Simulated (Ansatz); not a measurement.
**ClGeH5Si2: a ladder of functionals and wavefunction methods**

Aim: compute ClGeH5Si2 with functionals from several rungs and with coupled cluster. The yardstick is the atomisation energy at the CCSD(T) limit.

The runs use Ansatz 0.2.0, Gaussian basis; functionals in def2-TZVPP, the program's frozen cores in correlated methods.

Levels to be run: LDA (SPW92), PBE-D4, revPBE-D4, BLYP-D4, r2SCAN-D4, B97M-V, PBE0-D4, B3LYP-D4, r2SCANh-D4, r2SCAN0-D4, HSE06-D4, BHLYP-D4, CAM-B3LYP-D4, LC-ωPBE, ωB97X-V, ωB97M-V, B2PLYP, PBE-QIDH; CCSD(T)/def2-SVP; CCSD(T)/def2-TZVPP; MP2/def2-QZVPP; extrapolation to the limit; RPA on PBE.

## Step 1: The geometry

The geometry comes from an earlier relaxation with PBE0-D4 in a triple-zeta def2 set; it is a stationary point, not always the lowest conformer.

9 atoms, charge 0, spin multiplicity 1.

Atoms are counted from 1 here; the program's logs count them from 0.

Bond lengths: Cl1–Si2 2.055 Å, Si2–Si3 2.318 Å, Si2–Ge4 2.371 Å, Si2–H5 1.483 Å, Si3–Ge4 2.404 Å, Si3–H6 1.484 Å, Si3–H7 1.485 Å, Ge4–H8 1.532 Å, Ge4–H9 1.531 Å. Angles: Cl1–Si2–Si3 122.4°, Cl1–Si2–Ge4 123.6°, Cl1–Si2–H5 110.2°, Si3–Si2–Ge4 61.7°, Si3–Si2–H5 116.8°, Ge4–Si2–H5 114.9°, Si2–Si3–Ge4 60.2°, Si2–Si3–H6 116.2°, Si2–Si3–H7 121.9°, Ge4–Si3–H6 112.1°, Ge4–Si3–H7 124.0°, H6–Si3–H7 112.8°, Si2–Ge4–Si3 58.1°, Si2–Ge4–H8 118.5°, Si2–Ge4–H9 120.3°, Si3–Ge4–H8 122.2°, Si3–Ge4–H9 114.4°, H8–Ge4–H9 113.0°.

## Step 2: LDA

This LDA is Slater exchange with PW92 correlation.

in.yaml

```yaml
crystal:
  periodic: [false, false, false]
  atoms:
    - {symbol: Cl, position_ang: [-1.949983, 1.578381, -1.678513]}
    - {symbol: Si, position_ang: [-0.439368, 0.269860, -1.199213]}
    - {symbol: Si, position_ang: [1.092260, 0.704963, 0.485880]}
    - {symbol: Ge, position_ang: [-0.463803, -1.110785, 0.728168]}
    - {symbol: H, position_ang: [0.082950, -0.380562, -2.425573]}
    - {symbol: H, position_ang: [0.771267, 1.838981, 1.387662]}
    - {symbol: H, position_ang: [2.552519, 0.526233, 0.283426]}
    - {symbol: H, position_ang: [-0.037637, -2.575587, 0.584877]}
    - {symbol: H, position_ang: [-1.519505, -0.897885, 1.816286]}
basis:
  gaussian: {orbitals: def2-TZVPP}
hamiltonian: {xc: lda}
output: {orbitals: {seedname: orbitals}}
```

The runs that follow: PBE-D4 (GGA); revPBE-D4 (GGA); BLYP-D4 (GGA); r2SCAN-D4 (meta-GGA); B97M-V (meta-GGA); PBE0-D4 (hybrid); B3LYP-D4 (hybrid); r2SCANh-D4 (hybrid); r2SCAN0-D4 (hybrid); HSE06-D4 (hybrid); BHLYP-D4 (hybrid); CAM-B3LYP-D4 (range-separated); LC-ωPBE (range-separated); ωB97X-V (range-separated); ωB97M-V (range-separated); B2PLYP (double hybrid); PBE-QIDH (double hybrid); CCSD(T) in def2-SVP; CCSD(T) in def2-TZVPP; MP2 in def2-QZVPP; RPA on PBE orbitals.

Q: Predict the results of all the runs planned. Wanted: atomisation energy, CCSD(T)/CBS; farthest beyond LDA; mean size of error, GGA; mean size of error, meta-GGA; mean size of error, hybrid; mean size of error, range-separated; mean size of error, double hybrid; gap, smallest and largest; T1 diagnostic.

The runs gave:

```
                               quantity                                                                           value
        atomisation energy, CCSD(T)/CBS                                                                   2486.4 kJ/mol
 functionals within 24.9 kJ/mol (1.0 %)  PBE-D4, r2SCAN-D4, PBE0-D4, r2SCANh-D4, r2SCAN0-D4, HSE06-D4, ωB97X-V, ωB97M-V
                    farthest beyond LDA                                                           B2PLYP (-69.7 kJ/mol)
                mean size of error, GGA                                                                     48.0 kJ/mol
           mean size of error, meta-GGA                                                                     27.8 kJ/mol
             mean size of error, hybrid                                                                     27.3 kJ/mol
    mean size of error, range-separated                                                                     32.2 kJ/mol
      mean size of error, double hybrid                                                                     48.6 kJ/mol
              gap, smallest and largest                                       3.57 eV (LDA (SPW92)), 10.00 eV (LC-ωPBE)
                          T1 diagnostic                                                                          0.0126
triples share of the correlation energy                                                                           4.1 %
```

**Reading.** LDA overbinds by 309.3 kJ/mol (12 %). PBE-D4 is off by -13.7 kJ/mol. Double hybrids carry the basis error of their MP2 part in triple zeta, and no dispersion term here, so their miss is partly the set-up's. By mean error the best rung here is hybrid (27.3 kJ/mol) and the worst beyond LDA is double hybrid (48.6 kJ/mol). The gap between the best rungs is small, so their order is not settled. Misses under about 24.9 kJ/mol are within the doubt on the reference itself, which lacks core-valence correlation, relativity and higher excitations, and its outer-core shells are covered unevenly. Hartree-Fock recovers 72 % of the binding; the rest is correlation. CCSD(T) in def2-SVP is off by -222.1 kJ/mol, so the small basis spoils what the method gains. The gap grows from 3.6 to 10.0 eV across the functionals, mostly with the share of exact exchange. Correlated methods include outer-core shells of Ge, which these sets cover unevenly.
